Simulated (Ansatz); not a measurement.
# C7H20N2Si2: basis-set convergence

The task here is to estimate one member of a computed series from the others.

The runs use Ansatz 0.2.0, Gaussian basis; one geometry, several basis sets.

Levels to be run: PBE0-D4/def2-SVP; ωB97M-V/def2-SVP; PBE0-D4/def2-QZVPP; ωB97M-V/def2-QZVPP; the functionals' def2-TZVPP values are taken from earlier runs.

## Structure used throughout

An earlier PBE0-D4 in a triple-zeta def2 set relaxation fixed the geometry.

SMILES `C[Si](C)(C)/N=C/N[Si](C)(C)C`, 31 atoms, charge 0, spin multiplicity 1.

Atoms are counted from 1 here; the program's logs count them from 0.

Bond lengths: C1–Si2 1.880 Å, C1–H12 1.094 Å, C1–H13 1.094 Å, C1–H14 1.094 Å, Si2–C3 1.871 Å, Si2–C4 1.871 Å, Si2–N5 1.726 Å, C3–H15 1.094 Å, C3–H16 1.093 Å, C3–H17 1.093 Å, C4–H18 1.093 Å, C4–H19 1.093 Å, C4–H20 1.094 Å, N5–C6 1.268 Å, C6–N7 1.360 Å, C6–H21 1.103 Å, N7–Si8 1.768 Å, N7–H22 1.007 Å and more. Angles: Si2–C1–H12 111.7°, Si2–C1–H13 111.7°, Si2–C1–H14 110.4°, H12–C1–H13 108.0°, H12–C1–H14 107.4°, H13–C1–H14 107.4°, C1–Si2–C3 109.5°, C1–Si2–C4 109.5°, C1–Si2–N5 112.6°, C3–Si2–C4 109.8°, C3–Si2–N5 107.8°, C4–Si2–N5 107.8°, Si2–C3–H15 111.4°, Si2–C3–H16 110.6°, Si2–C3–H17 110.9°, H15–C3–H16 108.0°, H15–C3–H17 108.0°, H16–C3–H17 107.8° and more.

Set-up of the first run:

File in.yaml:

```yaml
crystal:
  periodic: [false, false, false]
  atoms:
    - {symbol: C, position_ang: [-0.383408, 0.198563, 3.630059]}
    - {symbol: Si, position_ang: [-1.191418, -0.236585, 1.989708]}
    - {symbol: C, position_ang: [-2.703087, 0.836016, 1.735660]}
    - {symbol: C, position_ang: [-1.689026, -2.039951, 1.998953]}
    - {symbol: N, position_ang: [-0.137290, 0.012035, 0.645948]}
    - {symbol: C, position_ang: [1.055368, 0.440372, 0.682340]}
    - {symbol: N, position_ang: [1.808519, 0.603476, -0.437705]}
    - {symbol: Si, position_ang: [1.222131, 0.242084, -2.066065]}
    - {symbol: C, position_ang: [2.681346, 0.661481, -3.160846]}
    - {symbol: C, position_ang: [-0.238336, 1.322436, -2.481482]}
    - {symbol: C, position_ang: [0.793846, -1.565748, -2.211415]}
    - {symbol: H, position_ang: [0.502975, -0.413429, 3.819994]}
    - {symbol: H, position_ang: [-0.083140, 1.249612, 3.667470]}
    - {symbol: H, position_ang: [-1.080854, 0.028432, 4.455270]}
    - {symbol: H, position_ang: [-3.441547, 0.679242, 2.526846]}
    - {symbol: H, position_ang: [-3.179339, 0.607497, 0.778722]}
    - {symbol: H, position_ang: [-2.433941, 1.895553, 1.729882]}
    - {symbol: H, position_ang: [-0.819118, -2.684683, 2.149533]}
    - {symbol: H, position_ang: [-2.148166, -2.316088, 1.046225]}
    - {symbol: H, position_ang: [-2.408366, -2.251588, 2.794964]}
    - {symbol: H, position_ang: [1.581493, 0.715103, 1.611589]}
    - {symbol: H, position_ang: [2.742143, 0.949804, -0.288186]}
    - {symbol: H, position_ang: [2.961373, 1.714877, -3.072763]}
    - {symbol: H, position_ang: [3.556540, 0.053111, -2.916456]}
    - {symbol: H, position_ang: [2.435261, 0.474685, -4.209605]}
    - {symbol: H, position_ang: [-1.057650, 1.124512, -1.788436]}
    - {symbol: H, position_ang: [-0.587662, 1.125789, -3.499158]}
    - {symbol: H, position_ang: [0.022984, 2.381404, -2.412374]}
    - {symbol: H, position_ang: [0.457255, -1.803191, -3.224672]}
    - {symbol: H, position_ang: [1.658905, -2.194654, -1.986395]}
    - {symbol: H, position_ang: [-0.005187, -1.817065, -1.512001]}
basis:
  gaussian: {orbitals: def2-SVP}
hamiltonian: {xc: pbe0, dispersion: d4}
output: {orbitals: {seedname: orbitals}}
```

Started as:

```console
$ ansatz run in.yaml --threads 11 --pin off --events-out ev --progress --plain --max-ram 120832MiB --backend cpu
```

Steps of the session up to this table: PBE0-D4 in def2-SVP; ωB97M-V in def2-SVP; PBE0-D4 in def2-QZVPP; ωB97M-V in def2-QZVPP.

One of the session's tables, all rows but one given; the rest of the session is left out.

It belongs to the step «Density functionals: the series». 

| functional | basis | HOMO (eV) | LUMO (eV) |
| --- | --- | --- | --- |
| PBE0-D4 | def2-SVP | -6.55 | 0.64 |
| PBE0-D4 | def2-TZVPP | -6.68 | 0.41 |
| PBE0-D4 | def2-QZVPP | -6.70 | 0.33 |
| ωB97M-V | def2-SVP | -8.83 | 2.75 |
| ωB97M-V | def2-TZVPP | ? | ? |
| ωB97M-V | def2-QZVPP | -8.99 | 1.34 |

**Question.** Estimate the row for ωB97M-V, def2-TZVPP.

The run gave: HOMO (eV): -8.97; LUMO (eV): 2.15. In the column «HOMO (eV)» it lies between ωB97M-V, def2-QZVPP (-8.99) and ωB97M-V, def2-SVP (-8.83).
